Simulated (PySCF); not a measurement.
# C4H3ClOSi: the cost of one run

The runs use PySCF 2.14.0, with density-fitted response routines of our own; the level of theory stands in each step. All values are computed, except where a source is named. Atoms count from 0, in the outputs and in this text.

### 1 Starting geometry

10 atoms, charge 0, multiplicity 1; geometry from: GFN2-xTB. The atoms were then displaced at random by about 0.01 Å, so the start is not that level's minimum.

Bonds of the start (Å): C0–C1 1.22, C1–Si2 1.85, Si2–C3 1.84, C3–C4 1.34, C4–Cl5 1.70, C4–O6 1.38, O6–Si2 1.71, C0–H7 1.06, Si2–H8 1.46, C3–H9 1.07.

### 2 Optimising the geometry at PBE0-D3(BJ)/def2-SVP

Job settings and geometry (Å):

```
{"job": {"xc": "PBE0", "basis": "def2-SVP", "d3": "d3bj", "grid": 1, "shake": 0.01, "kind": "geom"}, "charge": 0, "multiplicity": 1}
C      2.898130     0.259120     0.025370
C      1.765460    -0.078600     0.322110
Si     0.064360    -0.649520     0.779600
C     -1.254190    -0.453590    -0.492000
C     -1.709650     0.541240     0.275530
Cl    -3.022550     1.615420     0.186500
O     -0.853640     0.676770     1.348990
H      3.859370     0.611870    -0.249490
H      0.010730    -1.700940     1.795310
H     -1.707590    -0.842710    -1.384190
```

The run is started by

```bash
> OMP_NUM_THREADS=1 python probes_run.py task.json out
```

The driver reads the jobs from task.json and runs them one after another.

**Question.** How long does this first job take on 1 thread of Arm Neoverse V1, shared host, and how much memory does it need?

About 55 s, with a peak of 0.52 GiB.
